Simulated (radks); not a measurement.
# Fractional charge and spin in the 5d shell of rhenium

One table from this session's results is given with a row withheld; the runs are named, their logs left out.

Program: radks (a radial shooting solver on a logarithmic mesh, Libxc functionals) version 1. Level of theory: scalar-relativistic Kohn-Sham, PBE, spin-polarised, spherical densities, finite nucleus. These are calculated values, not measurements, unless marked.

### The system

| Item | Value |
| --- | --- |
| element | rhenium (Z = 75) |
| configuration | [Xe] 4f14 5d(up 2, down 2) |
| nuclear rms radius | 5.3698 fm |

A shell typed twice in an input gives spin up, then spin down.

Set-up of the first run:

Settings of this run:

```text
Z 75
configuration [Xe] 4f14 5d2 5d2
relativity scalar-relativistic
functional pbe,pbe
spin polarised
nucleus finite rms 5.3698 fm
c 137.035999084
```

Among the steps run: 5d: up 2, down 2.

One of the session's tables, all rows but one given; the rest of the session is left out.

It belongs to the step «5d: up 2, down 2». Radial moments (bohr):

```
level     <r>  outermost maximum (interpolated)  90 % within  nodes
   3d  0.1792                             0.147        0.278      0
   4s  0.4406                             0.413        0.632      3
   4p  0.4685                             0.433        0.681      2
   4d  0.4999                             0.443        0.749      1
   5s   1.033                             0.937         1.48      4
   5p       ?                                 ?            ?      ?
   4f  0.5796                             0.417        0.953      0
   5d   1.678                              1.37         2.55      2
```

Q: Estimate the row for 5p from the others.

**Answer.** <r>: 1.196; outermost maximum (interpolated): 1.06; 90 % within: 1.74; nodes: 3. In the column «<r>» it lies between 5s (1.033) and 5d (1.678).
